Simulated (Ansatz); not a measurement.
**CH5ClSiTe: a ladder of functionals and wavefunction methods**

The task here is to estimate one member of a computed series from the others.

Computed with Ansatz 0.2.0, Gaussian basis. Level: functionals in def2-TZVPP, the program's frozen cores in correlated methods.

Levels to be run: LDA (SPW92), PBE-D4, revPBE-D4, BLYP-D4, r2SCAN-D4, B97M-V, PBE0-D4, B3LYP-D4, r2SCANh-D4, r2SCAN0-D4, HSE06-D4, BHLYP-D4, CAM-B3LYP-D4, LC-ωPBE, ωB97X-V, ωB97M-V, B2PLYP, PBE-QIDH; CCSD(T)/def2-SVP; CCSD(T)/def2-TZVPP; MP2/def2-QZVPP; extrapolation to the limit; RPA on PBE.

**The geometry**

All runs share one geometry, relaxed beforehand with PBE0-D4 in a triple-zeta def2 set. Te takes the def2 core potential; no spin-orbit term is included.

SMILES `[SiH3][Te]CCl`, 9 atoms, charge 0, spin multiplicity 1.

Atoms are counted from 1 here; the program's logs count them from 0.

Bond lengths: Si1–Te2 2.490 Å, Si1–H5 1.484 Å, Si1–H6 1.486 Å, Si1–H7 1.486 Å, Te2–C3 2.161 Å, C3–Cl4 1.765 Å, C3–H8 1.086 Å, C3–H9 1.086 Å. Angles: Te2–Si1–H5 105.9°, Te2–Si1–H6 111.2°, Te2–Si1–H7 111.2°, H5–Si1–H6 110.0°, H5–Si1–H7 110.0°, H6–Si1–H7 108.6°, Si1–Te2–C3 93.4°, Te2–C3–Cl4 110.3°, Te2–C3–H8 109.4°, Te2–C3–H9 109.4°, Cl4–C3–H8 108.3°, Cl4–C3–H9 108.3°, H8–C3–H9 111.1°.

Set-up of the first run:

in.yaml

```yaml
crystal:
  periodic: [false, false, false]
  atoms:
    - {symbol: Si, position_ang: [0.368223, 1.672455, -0.316259]}
    - {symbol: Te, position_ang: [-1.217540, 0.235083, 0.956830]}
    - {symbol: C, position_ang: [-0.302690, -1.599451, 0.272893]}
    - {symbol: Cl, position_ang: [-1.129833, -2.993807, 0.970541]}
    - {symbol: H, position_ang: [-0.033283, 3.072041, -0.030085]}
    - {symbol: H, position_ang: [1.769596, 1.445189, 0.123133]}
    - {symbol: H, position_ang: [0.280821, 1.406488, -1.775766]}
    - {symbol: H, position_ang: [0.735936, -1.624009, 0.590204]}
    - {symbol: H, position_ang: [-0.382828, -1.660490, -0.808692]}
basis:
  gaussian: {orbitals: def2-TZVPP}
hamiltonian: {xc: lda}
output: {orbitals: {seedname: orbitals}}
```

Among the steps run: LDA; PBE-D4 (GGA); revPBE-D4 (GGA); BLYP-D4 (GGA); r2SCAN-D4 (meta-GGA); B97M-V (meta-GGA); PBE0-D4 (hybrid); B3LYP-D4 (hybrid); r2SCANh-D4 (hybrid); r2SCAN0-D4 (hybrid); HSE06-D4 (hybrid); BHLYP-D4 (hybrid); CAM-B3LYP-D4 (range-separated); LC-ωPBE (range-separated); ωB97X-V (range-separated); ωB97M-V (range-separated); B2PLYP (double hybrid); PBE-QIDH (double hybrid).

One table of the session follows, with a row left open; its other results are not shown here.

It belongs to the step «Frontier levels by functional». 

```
  functional  HOMO (eV)  gap (eV)
 LDA (SPW92)      -5.54      3.31
      PBE-D4      -5.41      3.36
   revPBE-D4      -5.36      3.40
     BLYP-D4      -5.24      3.32
   r2SCAN-D4          ?         ?
      B97M-V      -5.70      3.77
     PBE0-D4      -6.45      5.22
    B3LYP-D4      -6.23      4.80
  r2SCANh-D4      -6.03      4.44
  r2SCAN0-D4      -6.61      5.46
    HSE06-D4      -6.06      4.46
    BHLYP-D4      -7.33      6.99
CAM-B3LYP-D4      -7.66      7.47
     LC-ωPBE      -8.96      9.88
     ωB97X-V      -8.65      9.44
     ωB97M-V      -8.54      9.15
```

Q: Estimate the row for r2SCAN-D4 from the others.

Worked estimate for «HOMO (eV)». Against the share of exact exchange, r2SCANh-D4 (0.1, -6.03), r2SCAN0-D4 (0.25, -6.61) give a slope of -3.87 per unit share; at 0 the line stands at -5.64.

The run gave: HOMO (eV): -5.65; gap (eV): 3.76. In «HOMO (eV)» the line misses by +0.01.
